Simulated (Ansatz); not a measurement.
# CH3AlOS2: one species, many methods

An exercise on one series of results from a longer session: the logs are not shown, and one member is left open.

Program: Ansatz 0.2.0, Gaussian basis. Level of theory: functionals in def2-TZVPP, the program's frozen cores in correlated methods. These are calculated values, not measurements.

Levels to be run: LDA (SPW92), PBE-D4, revPBE-D4, BLYP-D4, r2SCAN-D4, B97M-V, PBE0-D4, B3LYP-D4, r2SCANh-D4, r2SCAN0-D4, HSE06-D4, BHLYP-D4, CAM-B3LYP-D4, LC-ωPBE, ωB97X-V, ωB97M-V, B2PLYP, PBE-QIDH; CCSD(T)/def2-SVP; CCSD(T)/def2-TZVPP; MP2/def2-QZVPP; extrapolation to the limit; RPA on PBE.

**The geometry**

An earlier PBE0-D4 in a triple-zeta def2 set relaxation fixed the geometry.

SMILES `[SH][Al]1[O]C[S]1`, 8 atoms, charge 0, spin multiplicity 1.

Atoms are counted from 1 here; the program's logs count them from 0.

Bond lengths: S1–Al2 2.162 Å, S1–H6 1.346 Å, Al2–O3 1.719 Å, Al2–S5 2.149 Å, O3–C4 1.408 Å, C4–S5 1.879 Å, C4–H7 1.092 Å, C4–H8 1.092 Å. Angles: Al2–S1–H6 91.0°, S1–Al2–O3 130.7°, S1–Al2–S5 142.8°, O3–Al2–S5 86.5°, Al2–O3–C4 95.6°, O3–C4–S5 107.7°, O3–C4–H7 111.3°, O3–C4–H8 111.3°, S5–C4–H7 107.9°, S5–C4–H8 107.9°, H7–C4–H8 110.6°, Al2–S5–C4 70.2°.

Set-up of the first run:

in.yaml reads:

```yaml
crystal:
  periodic: [false, false, false]
  atoms:
    - {symbol: S, position_ang: [1.408618, -2.242504, 1.373756]}
    - {symbol: Al, position_ang: [0.399731, -0.593350, 0.405167]}
    - {symbol: O, position_ang: [-0.323021, -0.480717, -1.150506]}
    - {symbol: C, position_ang: [-0.736549, 0.858047, -1.013479]}
    - {symbol: S, position_ang: [-0.199971, 1.451035, 0.687337]}
    - {symbol: H, position_ang: [1.626343, -1.494150, 2.471538]}
    - {symbol: H, position_ang: [-0.259777, 1.498845, -1.757869]}
    - {symbol: H, position_ang: [-1.823275, 0.945692, -1.071744]}
basis:
  gaussian: {orbitals: def2-TZVPP}
hamiltonian: {xc: lda}
output: {orbitals: {seedname: orbitals}}
```

Started as:

```bash
$ ansatz run in.yaml --threads 2 --pin off --events-out ev --progress --plain --max-ram 4352MiB
```

Among the steps run: LDA; PBE-D4 (GGA); revPBE-D4 (GGA); BLYP-D4 (GGA); r2SCAN-D4 (meta-GGA); B97M-V (meta-GGA); B3LYP-D4 (hybrid); r2SCANh-D4 (hybrid); r2SCAN0-D4 (hybrid); HSE06-D4 (hybrid); BHLYP-D4 (hybrid); CAM-B3LYP-D4 (range-separated); LC-ωPBE (range-separated); ωB97X-V (range-separated); ωB97M-V (range-separated); B2PLYP (double hybrid); PBE-QIDH (double hybrid).

One of the session's tables, all rows but one given; the rest of the session is left out.

| functional | HOMO (eV) | gap (eV) |
| --- | --- | --- |
| LDA (SPW92) | -6.22 | 4.27 |
| PBE-D4 | -6.09 | 4.39 |
| revPBE-D4 | -6.03 | 4.46 |
| BLYP-D4 | -5.91 | 4.33 |
| r2SCAN-D4 | -6.35 | 5.00 |
| B97M-V | ? | ? |
| PBE0-D4 | -7.29 | 6.42 |
| B3LYP-D4 | -7.04 | 5.94 |
| r2SCANh-D4 | -6.79 | 5.73 |
| r2SCAN0-D4 | -7.46 | 6.80 |
| HSE06-D4 | -6.89 | 5.65 |
| BHLYP-D4 | -8.34 | 8.30 |
| CAM-B3LYP-D4 | -8.60 | 8.69 |
| LC-ωPBE | -10.02 | 11.28 |
| ωB97X-V | -9.64 | 10.75 |
| ωB97M-V | -9.46 | 10.28 |

Estimate the missing values for B97M-V.

The run gave: HOMO (eV): -6.40; gap (eV): 5.01. In the column «HOMO (eV)» it lies between r2SCANh-D4 (-6.79) and r2SCAN-D4 (-6.35).
